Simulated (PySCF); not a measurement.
# C6H4BClF2: the cost of one run

The runs use PySCF 2.14.0, with density-fitted response routines of our own; the level of theory stands in each step. All values are computed, except where a source is named. Atoms are numbered from 0 throughout.

## 1. Starting geometry

14 atoms, charge 0, multiplicity 1; geometry from: GFN2-xTB.

Bonds of the start (Å): F0–B1 1.32, B1–F2 1.32, B1–C3 1.56, C3–C4 1.40, C4–C5 1.38, C5–C6 1.39, C6–C7 1.38, C7–C8 1.39, C8–Cl9 1.72, C8–C3 1.40, C4–H10 1.08, C5–H11 1.08, C6–H12 1.08, C7–H13 1.08.

## 2. TDDFT and polarisability: CAM-B3LYP/def2-SVPD

The job: settings as JSON, then the geometry in Å.

```
{"job": {"kind": "uv", "xc": "CAM-B3LYP", "basis": "def2-SVPD", "nstates": 8, "ntriplets": 3}, "charge": 0, "multiplicity": 1}
F      2.621332     1.882933     0.418373
B      2.304964     0.628083     0.145996
F      3.351973    -0.151665    -0.016144
C      0.812116     0.193310     0.044462
C     -0.174735     1.168667     0.250802
C     -1.520171     0.871017     0.180138
C     -1.923766    -0.424860    -0.102940
C     -0.980180    -1.413425    -0.312704
C      0.370268    -1.106506    -0.239610
Cl     1.502402    -2.375975    -0.509973
H      0.145095     2.176105     0.470043
H     -2.254274     1.644596     0.344246
H     -2.973835    -0.667745    -0.160987
H     -1.281866    -2.425010    -0.533869
```

Level: TDDFT CAM-B3LYP/def2-SVPD, vertical, gas phase, core orbitals frozen in the response.

Launch:

```sh
$ OMP_NUM_THREADS=1 python probes_run.py task.json out
```

This one command runs all jobs of the session in turn.

**Question.** How long does this job take on 1 thread of Arm Neoverse V1, shared host, and how much memory does it need?

About 85 s, with a peak of 1.1 GiB.
